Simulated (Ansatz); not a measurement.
# As: the cost of one run

Method: DFT LDA, scalar-relativistic, in Ansatz 0.2.0.

### Step 1. The starting structure

Symmetry: R-3m, No. 166, trigonal system. The conventional cell has a = 3.759 Å, b = 3.759 Å, c = 10.457 Å, α = 90.00°, β = 90.00°, γ = 120.00°. As (site symmetry 3m) has 3 As at 2.52 Å as nearest neighbours.

As a file:

```xyz
2
Lattice="1.8797 1.0853 3.4858 -1.8797 1.0853 3.4858 0.0000 -2.1705 3.4858" Properties=species:S:1:pos:R:3 pbc="T T T"
As    0.0000    0.0000    2.3795
As    0.0000    0.0000    8.0779
```

Atoms are numbered in the order of the input: As1, As2.

### Step 2. After the deformation

Space group R-3m before, R-3m after.

### Step 3. Full-potential LAPW

The input, input.yaml:

```yaml
crystal:
  lattice:
    - [1.8985469521, 1.0961265938, 3.48577]
    - [-1.8985469521, 1.0961265938, 3.48577]
    - [0.0, -2.1922531877, 3.48577]
  atoms:
    - { symbol: As, position: [0.22754, 0.22754, 0.22754] }
    - { symbol: As, position: [0.77246, 0.77246, 0.77246] }
kpoints:
  mp_grid: { grid: [13, 13, 13] }
  band_path:
    path:
      - [0.0, 0.0, 0.0]
      - [0.5, 0.5, 0.5]
      - [0.7674109782, 0.2325890218, 0.5]
      - [0.5, -0.2325890218, 0.2325890218]
      - [0.5, 0.0, 0.0]
      - [0.0, 0.0, 0.0]
      - [0.3662945109, -0.3662945109, 0.0]
      - [0.6337054891, 0.0, 0.3662945109]
      - [0.5, 0.0, 0.5]
    npoints: 5
scf:
  occupations: { method: fermi_dirac, width: 0.05 }
hamiltonian:
  xc: lda
  pseudopotentials: { kind: all_electron, lapw: { basis_error: 0.001 } }
output:
  forces: true
  stress: true
  eigenvalues: true
```

Started as:

```bash
$ ansatz run input.yaml --threads 1 --pin off --max-ram 3072MiB --backend cpu --events-out ev --progress --plain --runs-dir out
```

**Question.** How long does this run take on 1 thread of Arm Neoverse V1, shared host, and how much memory does it need?

About 68 s, with a peak of 0.69 GiB.
